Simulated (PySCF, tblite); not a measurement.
# C14H30O2Si14: electronic excitations, NMR shifts

Aim: compute the electronic excitations, NMR shifts of C14H30O2Si14.

Programs: tblite 0.8.0 and PySCF 2.14.0, with routines of our own; each step states its level. All values are computed. Atoms count from 0.

### 1 The starting structure

60 atoms, charge 0, multiplicity 1; geometry from: force field, distance geometry or constructed start.

### 2 Optimising the geometry with GFN2-xTB

Job settings and geometry (Å):

```
{"job": {"kind": "relax", "xc": "GFN2-xTB", "basis": "xTB"}, "charge": 0, "multiplicity": 1}
C     -2.205400     0.316100    -2.517400
C     -0.046500    -1.823400    -2.504100
C     -0.044600     0.333200     3.994700
Si    -1.132900    -0.737400     2.902300
C     -2.216900     0.340400     1.832600
C     -0.056600    -1.821100     1.818000
C     -2.215800    -1.827500    -0.344900
C     -0.045200     0.340700    -0.336500
Si    -1.126800    -0.748900    -1.417400
Si    -1.135000    -2.909300     0.743400
Si    -3.286700    -0.771200     0.767900
C     -0.052300    -3.995700    -0.335500
C     -0.046700     2.497900     1.831000
C     -2.208100     2.515200    -0.320600
Si    -1.131700     1.422100     0.747000
Si    -3.248300     1.481900    -1.475000
C      2.113000     0.344100    -2.508500
Si     1.017100    -0.735600    -3.588400
C      2.115900     0.336600     1.831600
C      2.119300    -1.828200    -0.332100
Si     3.177600    -0.779900    -1.462700
Si     1.032900    -2.910800    -1.415600
Si     1.039400    -0.737800     0.749000
Si     1.029600     1.411100     2.910800
C      2.113100     2.512000    -0.341300
Si     3.173800     1.463300     0.786200
Si     1.036100     1.420800    -1.419200
Si     1.017600     3.588000     0.733400
O     -4.028700     0.362200    -0.363800
O      3.948500     0.342300    -0.338500
H     -2.850300    -0.312000    -3.097900
H     -1.591000     0.887900    -3.178800
H     -0.663600    -2.445500    -3.116600
H     -0.665200     0.953000     4.617600
H      0.568100    -0.283000     4.609900
H     -1.952300    -1.563400     3.723900
H     -2.835800     0.960600     2.442900
H      0.565900    -2.437100     2.437000
H     -2.833900    -2.450900    -0.960600
H     -1.957600    -3.723400     1.566800
H     -4.154900    -1.565700     1.567200
H     -0.661400    -4.619500    -0.950600
H      0.571800    -4.612200     0.281200
H     -0.660000     3.114200     2.443800
H     -1.592800     3.180700    -0.884200
H     -2.855800     3.098400     0.309200
H     -4.086200     2.289600    -2.290100
H      2.731400     0.963000    -3.125600
H      0.184400     0.094900    -4.387400
H      1.831300    -1.542600    -4.425300
H      2.737500    -0.290800     2.447800
H      2.745000    -2.443400     0.283200
H      4.031900    -1.586900    -2.267200
H      1.851400    -3.734800    -2.239000
H      1.855500     2.235100     3.734700
H      2.731200     3.130900    -0.959800
H      4.038900     2.261600     1.584600
H      0.213300     2.245300    -2.238400
H      0.182900     4.386900    -0.090500
H      1.828500     4.429300     1.542300
```

Started as:

```sh
$ OMP_NUM_THREADS=4 python large_run.py task.json out
```

One launch serves the whole session: the jobs run in the order shown.

Log:

```text
step      E/eV     max force
  0   -2115.57499    3.318
  1   -2116.34955    1.750
  2   -2116.70339    0.732
  3   -2116.81104    0.718
  4   -2117.12001    0.648
  5   -2117.22449    0.585
  6   -2117.34089    0.573
  7   -2117.43214    0.490
  8   -2117.49809    0.684
  9   -2117.56156    0.648
 10   -2117.62213    0.400
 11   -2117.67666    0.349
 12   -2117.72088    0.344
 13   -2117.74525    0.247
 14   -2117.75642    0.173
 15   -2117.76446    0.128
 16   -2117.77127    0.109
 17   -2117.77585    0.096
 18   -2117.77870    0.084
 19   -2117.78119    0.077
 20   -2117.78420    0.085
 21   -2117.78720    0.080
 22   -2117.78926    0.066
 23   -2117.79054    0.056
 24   -2117.79177    0.062
 25   -2117.79342    0.078
 26   -2117.79537    0.074
 27   -2117.79703    0.057
 28   -2117.79813    0.051
 29   -2117.79894    0.045
 30   -2117.79980    0.054
 31   -2117.80077    0.049
 32   -2117.80176    0.042
 33   -2117.80269    0.064
 34   -2117.80357    0.065
 35   -2117.80438    0.045
 36   -2117.80500    0.044
 37   -2117.80541    0.038
 38   -2117.80568    0.026
 39   -2117.80589    0.025
 40   -2117.80609    0.024
 41   -2117.80630    0.024
 42   -2117.80650    0.028
 43   -2117.80669    0.023
 44   -2117.80683    0.018
```

It took 3.7 s on 4 threads of Arm Neoverse V2, shared host; peak memory 0.16 GiB.

Along the way:

```
step  energy from step 0 (eV)  largest force (eV/Å)
   0                   0.0000                3.3183
   1                  -0.7746                1.7500
   2                  -1.1284                0.7316
   3                  -1.2360                0.7180
   4                  -1.5450                0.6481
   5                  -1.6495                0.5846
   6                  -1.7659                0.5721
   7                  -1.8571                0.4898
   8                  -1.9231                0.6838
  10                  -2.0471                0.4001
  13                  -2.1703                0.2473
  16                  -2.1963                0.1086
  19                  -2.2062                0.0770
  22                  -2.2143                0.0660
  25                  -2.2184                0.0776
  28                  -2.2231                0.0506
  31                  -2.2258                0.0485
  34                  -2.2286                0.0649
  37                  -2.2304                0.0383
  40                  -2.2311                0.0234
  41                  -2.2313                0.0239
  42                  -2.2315                0.0277
  43                  -2.2317                0.0239
  44                  -2.2318                0.0181
```

Close pairs (by a distance rule), those that changed most:

```
    bond  before (Å)  after (Å)  change (Å)
Si25–O29       1.767      1.637      -0.129
Si20–O29       1.766      1.637      -0.128
Si10–O28       1.765      1.639      -0.127
Si15–O28       1.760      1.634      -0.126
Si26–H57       1.424      1.496      +0.072
 Si9–H39       1.420      1.488      +0.067
Si21–H53       1.424      1.488      +0.065
 Si3–H35       1.424      1.488      +0.063
```

The end geometry stands in the next job.

### 3 Electronic excitations: TDA B3LYP/6-31G*

Job settings and geometry (Å):

```
{"job": {"kind": "uv", "basis": "6-31G*", "grid": 1, "kgrid": 0, "vcut": 1.5, "nstates": 6, "ntriplets": 2, "tda": true, "delta": ["ip_vertical"], "pop": true, "xc": "B3LYP"}, "charge": 0, "multiplicity": 1}
C     -2.296919     0.353363    -2.526899
C     -0.022820    -1.842059    -2.557376
C     -0.053743     0.351109     4.041528
Si    -1.156448    -0.768677     2.971106
C     -2.225797     0.316463     1.844483
C     -0.079874    -1.850657     1.850548
C     -2.225420    -1.844394    -0.317001
C     -0.055272     0.361541    -0.361026
Si    -1.154441    -0.749821    -1.466072
Si    -1.156060    -2.971102     0.768038
Si    -3.336216    -0.704752     0.704331
C     -0.053020    -4.041011    -0.351924
C     -0.023612     2.556981     1.843091
C     -2.297551     2.527140    -0.352133
Si    -1.154961     1.465974     0.750332
Si    -3.393860     1.371376    -1.370931
C      2.129980     0.310263    -2.535689
Si     1.085808    -0.785904    -3.665383
C      2.124445     0.379114     1.851971
C      2.124793    -1.850872    -0.378742
Si     3.240818    -0.698974    -1.382375
Si     1.050355    -2.967676    -1.468633
Si     1.042539    -0.754066     0.754709
Si     1.049542     1.468346     2.968754
C      2.129673     2.536512    -0.308716
Si     3.240356     1.383166     0.700501
Si     1.058877     1.456543    -1.455478
Si     1.085177     3.665576     0.787693
O     -4.087074     0.325172    -0.325351
O      3.956719     0.337947    -0.336614
H     -2.917536    -0.265582    -3.170246
H     -1.714199     0.997557    -3.177631
H     -0.646433    -2.468507    -3.193689
H     -0.671320     0.961797     4.694464
H      0.565710    -0.258437     4.693858
H     -2.013637    -1.615492     3.843637
H     -2.864793     0.939255     2.470073
H      0.552037    -2.477841     2.477525
H     -2.864177    -2.469862    -0.940153
H     -2.013358    -3.844023     1.614370
H     -4.489967    -1.346915     1.346160
H     -0.670234    -4.694043    -0.962926
H      0.566754    -4.693025     0.257636
H     -0.647167     3.193150     2.469715
H     -1.714843     3.178503    -0.995642
H     -2.918462     3.169706     0.267282
H     -4.565978     1.995605    -1.995127
H      2.766277     0.936546    -3.160147
H      0.297543     0.033667    -4.609478
H      1.960418    -1.646466    -4.489911
H      2.757332    -0.248797     2.478410
H      2.758013    -2.477549     0.248642
H      4.412174    -1.326379    -2.008795
H      1.903124    -3.844671    -2.316395
H      1.902040     2.315757     3.846161
H      2.765902     3.161295    -0.934724
H      4.411375     2.009453     1.328293
H      0.304574     2.369740    -2.368593
H      0.297065     4.610000    -0.031705
H      1.959673     4.489834     1.648678
```

Method: TDA B3LYP/6-31G*, vertical, gas phase, core orbitals frozen in the response, virtual orbitals cut by energy.

Log:

```text
start: PBE on a coarse grid of 53704 points
cycle   1  E = -4751.8237994126  dE =  4.772e+00  |g| = 1.952e+00  |ddm| = 8.002e+00
cycle   2  E = -4749.3703972816  dE =  2.453e+00  |g| = 3.682e+00  |ddm| = 6.966e+00
cycle   3  E = -4752.5904383059  dE = -3.220e+00  |g| = 7.476e-01  |ddm| = 5.700e+00
cycle   4  E = -4752.7276171145  dE = -1.372e-01  |g| = 1.627e-01  |ddm| = 1.167e+00
cycle   5  E = -4752.7318335684  dE = -4.216e-03  |g| = 1.033e-01  |ddm| = 3.590e-01
cycle   6  E = -4752.7347729784  dE = -2.939e-03  |g| = 1.983e-02  |ddm| = 1.693e-01
cycle   7  E = -4752.7348662090  dE = -9.323e-05  |g| = 1.029e-02  |ddm| = 4.237e-02
cycle   8  E = -4752.7348922848  dE = -2.608e-05  |g| = 1.848e-03  |ddm| = 1.600e-02
final grid: 216746 points
cycle   9  E = -4755.4417414350  dE = -1.614e-02  |g| = 1.449e-01  |ddm| = 7.883e-01
cycle  10  E = -4755.4371508607  dE =  4.591e-03  |g| = 2.114e-01  |ddm| = 3.623e-01
cycle  11  E = -4755.4462625902  dE = -9.112e-03  |g| = 3.329e-02  |ddm| = 2.292e-01
cycle  12  E = -4755.4465103411  dE = -2.478e-04  |g| = 4.579e-03  |ddm| = 3.761e-02
cycle  13  E = -4755.4465119058  dE = -1.565e-06  |g| = 2.513e-03  |ddm| = 8.919e-03
cycle  14  E = -4755.4465155536  dE = -3.648e-06  |g| = 5.395e-04  |ddm| = 4.532e-03
cycle  15  E = -4755.4465112312  dE =  4.322e-06  |g| = 1.646e-04  |ddm| = 1.028e-03
cycle  16  E = -4755.4465152131  dE = -3.982e-06  |g| = 5.107e-05  |ddm| = 2.892e-04
converged SCF energy = -4755.4465152131
Vertical ionisation energy (delta-SCF) = 8.1005 eV   <S^2> = 0.752

Static polarisability (au): isotropic 394.111, principal 371.290 403.284 407.759

Singlet excitations
state   eV       nm        f      main configurations
  1   5.7148    217.0   0.00425   H-1->L 0.98
  2   5.7470    215.7   0.00433   H->L 0.97
  3   5.9956    206.8   0.00623   H-2->L 0.93
  4   6.0634    204.5   0.00012   H-1->L+1 0.44, H->L+2 0.35, H-3->L 0.18
  5   6.0666    204.4   0.00029   H->L+2 0.49, H-1->L+1 0.47
  6   6.0729    204.2   0.00390   H-1->L+2 0.77, H->L+1 0.20

Triplet excitations (Tamm-Dancoff, eV): 5.6194 5.6542
```

Wall time 3 min (4 threads of Arm Neoverse V2, shared host); peak memory 3.5 GiB.

The orbitals next to the gap, with their largest atomic shares:

```csv
orbital,eV,atoms
HOMO−4,-7.30,"C16 11 %, C24 11 %, O29 10 %"
HOMO−3,-7.25,"C13 8 %, C0 8 %, C18 8 %"
HOMO−2,-7.10,"C0 9 %, C13 9 %, C7 6 %"
HOMO−1,-6.89,"C5 12 %, C18 8 %, C19 8 %"
HOMO,-6.88,"O28 8 %, C1 8 %, C12 8 %"
LUMO,-0.41,"Si25 8 %, Si20 8 %, Si22 8 %"
LUMO+1,-0.09,"Si26 11 %, Si14 8 %, Si8 8 %"
LUMO+2,-0.09,"Si26 10 %, Si22 10 %, Si17 7 %"
LUMO+3,0.54,"Si10 16 %, Si15 13 %, Si25 11 %"
```

With each of the 6 states as a Gaussian band of 0.4 eV half-width at 1/e, the curve within the window shown has maxima at 211 nm (ε 670) L/(mol cm). Beyond the last state computed it falls off for lack of states. The curve at chosen wavelengths:

(nm, ε (L/mol/cm)): (195, 229), (197, 304), (199, 383), (201, 462), (203, 535), (204, 567), (206, 620), (208, 656), (210, 672), (212, 669), (214, 648), (216, 612), (218, 563), (219, 536), (221, 476), (223, 414), (225, 352), (227, 293), (229, 239), (231, 191), (233, 150), (234, 132), (236, 101), (238, 76), (240, 56), (242, 40)

Further results of this job:

```
           property  computed
  dipole moment (D)      0.77
polarisability (Å³)     58.40
 HOMO–LUMO gap (eV)      6.47
      −ε(HOMO) (eV)      6.88
```

(Part 1 of 2 ends here.)
